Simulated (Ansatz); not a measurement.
# C4H6F4: taking an electron away

The task here is to estimate one member of a computed series from the others.

Program: Ansatz 0.2.0, Gaussian basis. Level of theory: unrestricted cation, the program's frozen cores in correlated methods. These are calculated values, not measurements.

Plan: UKS PBE-D4/def2-TZVPP; UKS r2SCAN-D4/def2-TZVPP; UKS PBE0-D4/def2-TZVPP; UKS B3LYP-D4/def2-TZVPP; UKS wB97X-V/def2-TZVPP; UKS wB97M-V/def2-TZVPP; UKS B2PLYP/def2-TZVPP; UHF-CCSD(T)/def2-TZVPP; UHF-MP2/def2-QZVPP; extrapolation to the limit; then −ε(HOMO) from the neutral's earlier runs with LDA (SPW92), PBE-D4, revPBE-D4, BLYP-D4, r2SCAN-D4, B97M-V, PBE0-D4, B3LYP-D4, r2SCANh-D4, r2SCAN0-D4, HSE06-D4, BHLYP-D4, CAM-B3LYP-D4, LC-ωPBE, ωB97X-V, ωB97M-V.

## The relaxed structure

All runs share one geometry, relaxed beforehand with PBE0-D4 in a triple-zeta def2 set.

SMILES `FCC(F)(CF)CF`, 14 atoms, charge 0, spin multiplicity 1.

Atoms are counted from 1 here; the program's logs count them from 0.

Bond lengths: F1–C2 1.376 Å, C2–C3 1.513 Å, C2–H9 1.091 Å, C2–H10 1.093 Å, C3–F4 1.388 Å, C3–C5 1.522 Å, C3–C7 1.512 Å, C5–F6 1.379 Å, C5–H11 1.091 Å, C5–H12 1.094 Å, C7–F8 1.378 Å, C7–H13 1.093 Å, C7–H14 1.093 Å. Angles: F1–C2–C3 110.1°, F1–C2–H9 108.7°, F1–C2–H10 108.5°, C3–C2–H9 109.6°, C3–C2–H10 110.0°, H9–C2–H10 109.9°, C2–C3–F4 108.4°, C2–C3–C5 112.3°, C2–C3–C7 111.4°, F4–C3–C5 105.2°, F4–C3–C7 108.9°, C5–C3–C7 110.3°, C3–C5–F6 109.8°, C3–C5–H11 109.3°, C3–C5–H12 110.1°, F6–C5–H11 109.1°, F6–C5–H12 108.7°, H11–C5–H12 109.8° and more.

Set-up of the first run:

The input, in.yaml:

```yaml
crystal:
  periodic: [false, false, false]
  atoms:
    - {symbol: F, position_ang: [-2.037479, -0.086939, 1.212151]}
    - {symbol: C, position_ang: [-0.809263, -0.665923, 0.987120]}
    - {symbol: C, position_ang: [-0.205304, -0.123049, -0.289250]}
    - {symbol: F, position_ang: [-1.001385, -0.519821, -1.355238]}
    - {symbol: C, position_ang: [-0.213007, 1.398569, -0.331268]}
    - {symbol: F, position_ang: [0.521338, 1.898973, 0.722885]}
    - {symbol: C, position_ang: [1.196555, -0.647060, -0.502760]}
    - {symbol: F, position_ang: [1.262707, -2.003276, -0.270031]}
    - {symbol: H, position_ang: [-0.942857, -1.745127, 0.899427]}
    - {symbol: H, position_ang: [-0.157338, -0.438935, 1.834761]}
    - {symbol: H, position_ang: [-1.240296, 1.756508, -0.251528]}
    - {symbol: H, position_ang: [0.231053, 1.751345, -1.266347]}
    - {symbol: H, position_ang: [1.493313, -0.460088, -1.538433]}
    - {symbol: H, position_ang: [1.889064, -0.144377, 0.177412]}
basis:
  gaussian: {orbitals: def2-TZVPP}
total_charge: 1
magnetization: {spin_polarized: true, initial_magnetization: 1}
hamiltonian: {xc: pbe, dispersion: d4}
```

Command:

```sh
$ ansatz run in.yaml --threads 2 --pin off --events-out ev --progress --plain --max-ram 32768MiB --backend cuda --devices 0, --max-vram 18GiB
```

Steps of the session up to this table: Cation, UKS PBE-D4/def2-TZVPP; Cation, UKS r2SCAN-D4/def2-TZVPP; Cation, UKS PBE0-D4/def2-TZVPP; Cation, UKS B3LYP-D4/def2-TZVPP; Cation, UKS wB97X-V/def2-TZVPP; Cation, UKS wB97M-V/def2-TZVPP; Cation, UKS B2PLYP (frozen core)/def2-TZVPP; Cation, UHF-CCSD(T)/def2-TZVPP; Cation, UHF-MP2/def2-QZVPP.

One of the session's tables, all rows but one given; the rest of the session is left out.

It belongs to the step «Ionisation energies side by side». For comparison, −ε(HOMO) of the neutral from earlier runs:

| functional | −ε(HOMO) (eV) |
| --- | --- |
| LDA (SPW92) | 8.00 |
| PBE-D4 | 7.81 |
| revPBE-D4 | 7.73 |
| BLYP-D4 | 7.78 |
| r2SCAN-D4 | 8.19 |
| B97M-V | 8.38 |
| PBE0-D4 | 9.53 |
| B3LYP-D4 | ? |
| r2SCANh-D4 | 8.83 |
| r2SCAN0-D4 | 9.78 |
| HSE06-D4 | 9.12 |
| BHLYP-D4 | 11.21 |
| CAM-B3LYP-D4 | 11.07 |
| LC-ωPBE | 12.32 |
| ωB97X-V | 12.01 |
| ωB97M-V | 11.92 |

Estimate the missing values for B3LYP-D4.

Worked estimate for «−ε(HOMO) (eV)». Against the share of exact exchange, BLYP-D4 (0, 7.78), BHLYP-D4 (0.5, 11.21) give a slope of 6.86 per unit share; at 0.2 the line stands at 9.15.

As computed: −ε(HOMO) (eV): 9.33. In «−ε(HOMO) (eV)» the line misses by -0.18.
